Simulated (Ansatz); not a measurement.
**C2H4OSi (SMILES OC#C[SiH3]) at B3LYP/6-31G(d) (Cartesian functions)**

Aim: the energy change on altering one bond length of C2H4OSi at B3LYP/6-31G* (Cartesian functions), from 2 runs. 

Program for the calculation: Ansatz 0.2.0.

73 further runs of the same task are left out: 73 set aside as unsound or not needed. Runs told in other sessions of the task aren't counted.

## 1. The structure to begin with

C2H4OSi has 8 atoms, charge 0, and is taken as a singlet. As SMILES, `OC#C[SiH3]`. Geometry: relaxed at PBE0-D4/def2-TZVP.

Bond lengths: O1–C2 1.296 Å, C2–C3 1.208 Å, C3–Si4 1.808 Å, O1–H5 0.965 Å, Si4–H6 1.485 Å, Si4–H7 1.485 Å, Si4–H8 1.485 Å. Angles: O1–C2–C3 176.6°, C2–C3–Si4 179.5°, C2–O1–H5 110.6°, C3–Si4–H6 110.5°, C3–Si4–H7 109.4°, C3–Si4–H8 110.4°, H6–Si4–H7 108.9°, H6–Si4–H8 108.8°, H7–Si4–H8 108.9°.

## 2. A single-point energy at B3LYP/6-31G(d) (Cartesian functions)

in.yaml reads:

```yaml
crystal:
  periodic: [false, false, false]
  atoms:
    - {symbol: O, position_ang: [2.579200, 0.927900, 0.488100]}
    - {symbol: C, position_ang: [1.380900, 0.489600, 0.263100]}
    - {symbol: C, position_ang: [0.263000, 0.053700, 0.119800]}
    - {symbol: Si, position_ang: [-1.409600, -0.594800, -0.108400]}
    - {symbol: H, position_ang: [2.920800, 1.394400, -0.284700]}
    - {symbol: H, position_ang: [-2.349500, 0.046300, 0.846200]}
    - {symbol: H, position_ang: [-1.863400, -0.311200, -1.494000]}
    - {symbol: H, position_ang: [-1.429300, -2.063000, 0.114200]}
basis:
  gaussian:
    orbitals: "6-31G*"
hamiltonian:
  xc: {name: B3LYP}
accuracy: high
output:
  orbitals: {seedname: orbitals}
```

On the command line:

```
$ ansatz run in.yaml --threads 1 --pin off --max-ram 2610MiB --events-out events.jsonl --progress --plain --runs-dir runs
```

What it wrote:

```text
Warning: RAYON_NUM_THREADS=1 ignored (pool sized by the plan → 1); use --threads N
Functional definition: B3LYP
  name "B3LYP"
  parameter a0 = 0.2
  parameter ax = 0.72
  parameter ac = 0.81
  exchange = (1 - a0 - ax)*slater_x + ax*b88_x + a0*exact_x
  correlation = (1 - ac)*vwn_rpa_c + ac*lyp_c
1501 factors; integrals over basis functions are off by at most 3.7e-9 eV
mean field evaluation 1: about -12056.4462 eV, gradient 4.7e1 eV
mean field evaluation 2: about -12053.2332 eV, gradient 5.7e1 eV
mean field evaluation 4: about -12061.2487 eV, gradient 3.1e0 eV
mean field evaluation 8: about -12061.3888 eV, gradient 1.2e-1 eV
mean field evaluation 16: about -12061.3888 eV, gradient 3.7e-6 eV
mean field -12061.38882789 eV, -443.2478639219 hartree, gradient 5.8e-8 eV, S^2 0.000000; 0 other end points of the search recorded, 0 dependent functions left out
reference -12061.38886717 eV, -443.2478653656 hartree; 19, 19 occupied and 53, 53 virtual orbitals, 1501 factors
Total energy: -12061.38886717 eV, -443.2478653656 hartree
```

Wall time 5.1 s (1 thread of Arm Neoverse V1, shared host); peak memory 0.2 GiB.

## 3. The distorted shape at the same level

Edit in.yaml of step 2 so:

```diff
@@ -3,3 +3,3 @@
   atoms:
-    - {symbol: O, position_ang: [2.579200, 0.927900, 0.488100]}
+    - {symbol: O, position_ang: [2.758970, 0.993654, 0.521855]}
     - {symbol: C, position_ang: [1.380900, 0.489600, 0.263100]}
@@ -7,3 +7,3 @@
     - {symbol: Si, position_ang: [-1.409600, -0.594800, -0.108400]}
-    - {symbol: H, position_ang: [2.920800, 1.394400, -0.284700]}
+    - {symbol: H, position_ang: [3.100570, 1.460154, -0.250945]}
     - {symbol: H, position_ang: [-2.349500, 0.046300, 0.846200]}
```

On the command line:

```
$ ansatz run in.yaml --threads 1 --pin off --max-ram 2610MiB --events-out events.jsonl --progress --plain --runs-dir runs
```

What it wrote, shortened:

```text
Warning: RAYON_NUM_THREADS=1 ignored (pool sized by the plan → 1); use --threads N
[... 7 set-up lines as earlier in the session ...]
1501 factors; integrals over basis functions are off by at most 3.7e-9 eV
mean field evaluation 1: about -12056.2161 eV, gradient 4.6e1 eV
mean field evaluation 2: about -12052.2442 eV, gradient 6.0e1 eV
mean field evaluation 4: about -12060.6665 eV, gradient 3.0e0 eV
mean field evaluation 8: about -12060.8048 eV, gradient 5.8e-1 eV
mean field evaluation 16: about -12060.8059 eV, gradient 2.5e-5 eV
mean field -12060.80585360 eV, -443.2264400121 hartree, gradient 2.9e-8 eV, S^2 0.000000; 0 other end points of the search recorded, 0 dependent functions left out
reference -12060.80589314 eV, -443.2264414651 hartree; 19, 19 occupied and 53, 53 virtual orbitals, 1501 factors
Total energy: -12060.80589314 eV, -443.2264414651 hartree
```

Run time: 5.4 s. Hardware: 1 thread of Arm Neoverse V1, shared host; peak memory 0.2 GiB.

## 4. Outcome

At B3LYP/6-31G* (Cartesian functions):

```
                                                         quantity          value
                                        first shape: total energy  -443.24787 Eh
                                         first shape: HOMO energy       -6.74 eV
                                         first shape: LUMO energy        0.46 eV
                                       first shape: HOMO–LUMO gap        7.21 eV
                                    distorted shape: total energy  -443.22644 Eh
                                     distorted shape: HOMO energy       -7.25 eV
                                     distorted shape: LUMO energy        0.29 eV
                                   distorted shape: HOMO–LUMO gap        7.54 eV
energy change with the O1–C2 bond stretched from 1.296 to 1.490 Å       0.583 eV
```

What this shows: With the O1–C2 bond stretched from 1.296 to 1.490 Å the energy rises by 0.58 eV (56.2 kJ/mol). The first shape isn't relaxed at this level, so the change isn't measured from a minimum.
